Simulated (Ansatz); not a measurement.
# Alloy of ZnO and MgO (22 of 48 Zn sites exchanged), 96 atoms

Aim: relax the alloy cell and compare the gap by PBEsol, PBE, r²SCAN, HSE06 and HSE06 with spin–orbit coupling.

All numbers are computed with Ansatz 0.2.0 (PAW, plane waves).

## Step 1: Starting point

96 atoms (22 Mg, 26 Zn, 48 O); a = 9.789 Å, b = 11.304 Å, c = 10.255 Å, α = 90.00°, β = 90.00°, γ = 90.00°. All atoms were shaken off their sites by about 0.02 Å along each axis.

Plan of the steps: (2) PBEsol cell relaxation at the single k point (¼, ¼, ¼), on 1 × NVIDIA H100 80GB HBM3 with 10 threads of AMD EPYC 7R13; (3) PBE single point at the Γ point alone, on 1 × NVIDIA H100 80GB HBM3 with 10 threads of AMD EPYC 7R13; (4) r²SCAN single point at the Γ point alone, on 1 × NVIDIA H100 80GB HBM3 with 10 threads of AMD EPYC 7R13; (5) HSE06 single point at the Γ point alone, on 1 × NVIDIA H100 80GB HBM3 with 10 threads of AMD EPYC 7R13; (6) HSE06 with spin–orbit coupling single point at the Γ point alone, on 1 × NVIDIA H100 80GB HBM3 with 10 threads of AMD EPYC 7R13.

## Step 2: PBEsol relaxation of the cell and the positions

The input, in.yaml:

```yaml
crystal:
  lattice:
    - [9.789153, 0.000000, 0.000000]
    - [0.000000, 11.303540, 0.000000]
    - [0.000000, 0.000000, 10.254518]
  atoms:
    - { symbol: Mg, position: [0.164730, 0.081446, 0.247430] }
    - { symbol: Mg, position: [0.997345, 0.335021, 0.247059] }
    - { symbol: Mg, position: [0.999975, 0.333828, 0.749737] }
    - { symbol: Mg, position: [0.500691, 0.086142, 0.745105] }
    - { symbol: Mg, position: [0.165712, 0.584765, 0.749882] }
    - { symbol: Mg, position: [0.001942, 0.835445, 0.747433] }
    - { symbol: Mg, position: [0.835880, 0.082563, 0.247113] }
    - { symbol: Mg, position: [0.664625, 0.334792, 0.246177] }
    - { symbol: Mg, position: [0.499026, 0.583145, 0.245953] }
    - { symbol: Mg, position: [0.833044, 0.588834, 0.748224] }
    - { symbol: Mg, position: [0.000979, 0.165930, 0.995230] }
    - { symbol: Mg, position: [0.333422, 0.165767, 0.500700] }
    - { symbol: Mg, position: [0.334191, 0.167647, 0.995532] }
    - { symbol: Mg, position: [0.999075, 0.666235, 0.500007] }
    - { symbol: Mg, position: [0.664574, 0.164038, 0.996148] }
    - { symbol: Mg, position: [0.502000, 0.415480, 0.496443] }
    - { symbol: Mg, position: [0.499895, 0.418279, 0.996334] }
    - { symbol: Mg, position: [0.331620, 0.664798, 0.997876] }
    - { symbol: Mg, position: [0.832020, 0.418377, 0.996839] }
    - { symbol: Mg, position: [0.666882, 0.667715, 0.994535] }
    - { symbol: Mg, position: [0.500561, 0.918416, 0.996602] }
    - { symbol: Mg, position: [0.831311, 0.917735, 0.997703] }
    - { symbol: Zn, position: [0.164218, 0.084670, 0.748651] }
    - { symbol: Zn, position: [0.501305, 0.085573, 0.250011] }
    - { symbol: Zn, position: [0.334398, 0.333685, 0.247109] }
    - { symbol: Zn, position: [0.332683, 0.332323, 0.746675] }
    - { symbol: Zn, position: [0.167504, 0.582331, 0.247708] }
    - { symbol: Zn, position: [0.998783, 0.832307, 0.246833] }
    - { symbol: Zn, position: [0.833228, 0.082332, 0.750449] }
    - { symbol: Zn, position: [0.666146, 0.335267, 0.750680] }
    - { symbol: Zn, position: [0.501989, 0.583306, 0.747025] }
    - { symbol: Zn, position: [0.334371, 0.832019, 0.244035] }
    - { symbol: Zn, position: [0.334333, 0.833314, 0.748083] }
    - { symbol: Zn, position: [0.834733, 0.581412, 0.247317] }
    - { symbol: Zn, position: [0.666084, 0.833555, 0.246689] }
    - { symbol: Zn, position: [0.663988, 0.832399, 0.749484] }
    - { symbol: Zn, position: [0.000788, 0.167364, 0.493270] }
    - { symbol: Zn, position: [0.164899, 0.416498, 0.497627] }
    - { symbol: Zn, position: [0.168795, 0.417777, 0.995664] }
    - { symbol: Zn, position: [0.003285, 0.665647, 0.998343] }
    - { symbol: Zn, position: [0.669167, 0.165459, 0.497267] }
    - { symbol: Zn, position: [0.332548, 0.668905, 0.496610] }
    - { symbol: Zn, position: [0.165203, 0.914634, 0.497273] }
    - { symbol: Zn, position: [0.167751, 0.916125, 0.996239] }
    - { symbol: Zn, position: [0.828877, 0.415125, 0.496775] }
    - { symbol: Zn, position: [0.668044, 0.665336, 0.498139] }
    - { symbol: Zn, position: [0.499195, 0.916307, 0.498118] }
    - { symbol: Zn, position: [0.832256, 0.917843, 0.495030] }
    - { symbol: O, position: [0.000792, 0.162205, 0.191569] }
    - { symbol: O, position: [0.998960, 0.168438, 0.690509] }
    - { symbol: O, position: [0.336058, 0.166290, 0.192901] }
    - { symbol: O, position: [0.332377, 0.167165, 0.689137] }
    - { symbol: O, position: [0.167705, 0.414286, 0.188055] }
    - { symbol: O, position: [0.169662, 0.419035, 0.692060] }
    - { symbol: O, position: [0.999627, 0.667890, 0.186314] }
    - { symbol: O, position: [0.997478, 0.668016, 0.691311] }
    - { symbol: O, position: [0.668977, 0.163976, 0.192900] }
    - { symbol: O, position: [0.663472, 0.168663, 0.693283] }
    - { symbol: O, position: [0.495653, 0.414512, 0.190765] }
    - { symbol: O, position: [0.497696, 0.413191, 0.692117] }
    - { symbol: O, position: [0.332529, 0.665598, 0.190434] }
    - { symbol: O, position: [0.332281, 0.667464, 0.690449] }
    - { symbol: O, position: [0.166816, 0.917786, 0.190781] }
    - { symbol: O, position: [0.165940, 0.920417, 0.689295] }
    - { symbol: O, position: [0.835949, 0.416732, 0.189689] }
    - { symbol: O, position: [0.832299, 0.416732, 0.693508] }
    - { symbol: O, position: [0.666670, 0.667661, 0.190848] }
    - { symbol: O, position: [0.665677, 0.666127, 0.689244] }
    - { symbol: O, position: [0.497111, 0.917560, 0.189515] }
    - { symbol: O, position: [0.499731, 0.917878, 0.692279] }
    - { symbol: O, position: [0.831789, 0.917026, 0.192552] }
    - { symbol: O, position: [0.834883, 0.912638, 0.692901] }
    - { symbol: O, position: [0.163382, 0.083334, 0.438278] }
    - { symbol: O, position: [0.165665, 0.085948, 0.941205] }
    - { symbol: O, position: [0.999667, 0.333556, 0.441983] }
    - { symbol: O, position: [0.999001, 0.337950, 0.937668] }
    - { symbol: O, position: [0.498647, 0.082522, 0.442427] }
    - { symbol: O, position: [0.496025, 0.082994, 0.937134] }
    - { symbol: O, position: [0.333410, 0.335332, 0.440052] }
    - { symbol: O, position: [0.333219, 0.332191, 0.940745] }
    - { symbol: O, position: [0.163860, 0.583160, 0.441021] }
    - { symbol: O, position: [0.165870, 0.582036, 0.943536] }
    - { symbol: O, position: [0.995457, 0.833472, 0.437201] }
    - { symbol: O, position: [0.996601, 0.831449, 0.937377] }
    - { symbol: O, position: [0.834374, 0.081593, 0.442105] }
    - { symbol: O, position: [0.833969, 0.084201, 0.941249] }
    - { symbol: O, position: [0.665117, 0.334496, 0.443180] }
    - { symbol: O, position: [0.664570, 0.332970, 0.938580] }
    - { symbol: O, position: [0.502248, 0.579800, 0.443878] }
    - { symbol: O, position: [0.501123, 0.584747, 0.940479] }
    - { symbol: O, position: [0.332799, 0.833834, 0.439854] }
    - { symbol: O, position: [0.332912, 0.832016, 0.940317] }
    - { symbol: O, position: [0.830962, 0.583605, 0.438855] }
    - { symbol: O, position: [0.833020, 0.584687, 0.940757] }
    - { symbol: O, position: [0.664113, 0.835506, 0.441807] }
    - { symbol: O, position: [0.663699, 0.837218, 0.939504] }
  symmetry: { detect: false }
kpoints:
  mp_grid: { grid: [1, 1, 1], shift: [0.25, 0.25, 0.25] }
hamiltonian:
  xc: pbesol
scf:
  occupations: { method: fermi_dirac, width: 0.01 }
relax:
  f_tol: 0.03
  max_steps: 80
  escape_saddle: false
  adjacent_minimum: "off"
  cell: { fix: [alpha, beta, gamma] }
output:
  forces: true
  eigenvalues: true
  populations: true
```

The run is started by

```sh
> ansatz run in.yaml --threads 10 --pin off --max-ram 102600MiB --runs-dir r --events-out ev --progress --plain --backend cuda --devices 0, --max-vram 75GiB
```

After this run come: PBE single point; r²SCAN on the same atoms; HSE06 on the same atoms; Single point with HSE06 with spin–orbit coupling.

Before running it: what results should come out? Wanted: for each run, top filled to lowest empty.

As calculated:

| level | time | k points | top filled to lowest empty (eV) |
| --- | --- | --- | --- |
| PBEsol, relaxation | 7.9 s (GPU) | (¼, ¼, ¼) | 2.57 |
| PBE | 3.1 s (GPU) | Γ | 1.83 |
| r²SCAN | 4.7 s (GPU) | Γ | 2.31 |
| HSE06 | 29 s (GPU) | Γ | 3.58 |
| HSE06 with spin–orbit coupling | 4.3 min (GPU) | Γ | 3.58 |

```
     quantity                                                                        value
   relaxation                                             5 recorded steps, 0.71 eV gained
largest shift                                                                0.08 Å (Zn37)
 relaxed cell  a = 9.758 Å, b = 11.278 Å, c = 10.315 Å, α = 90.00°, β = 90.00°, γ = 90.00°
   mean bonds                                                     Mg–O 1.972, O–Zn 1.976 Å
```

**In words.** Relaxation gains 0.71 eV, with shifts up to 0.08 Å (Zn37), while the volume changes by +0.0 %. The mean lengths differ by only 0.00 Å, over all coordinations together. At the same k points, PBE gives a spacing 1.75 eV smaller and r²SCAN gives a spacing 1.26 eV smaller than the 3.58 eV of HSE06. The relaxation ran on other k points, so part of any difference from the later rows can come from the mesh. Spin–orbit coupling changes the HSE06 spacing by less than 0.01 eV. The price of HSE06 is about 9.4 times the time of PBE here. With one k point the spacing samples only the states that fold onto it, so it can exceed the gap over the zone.
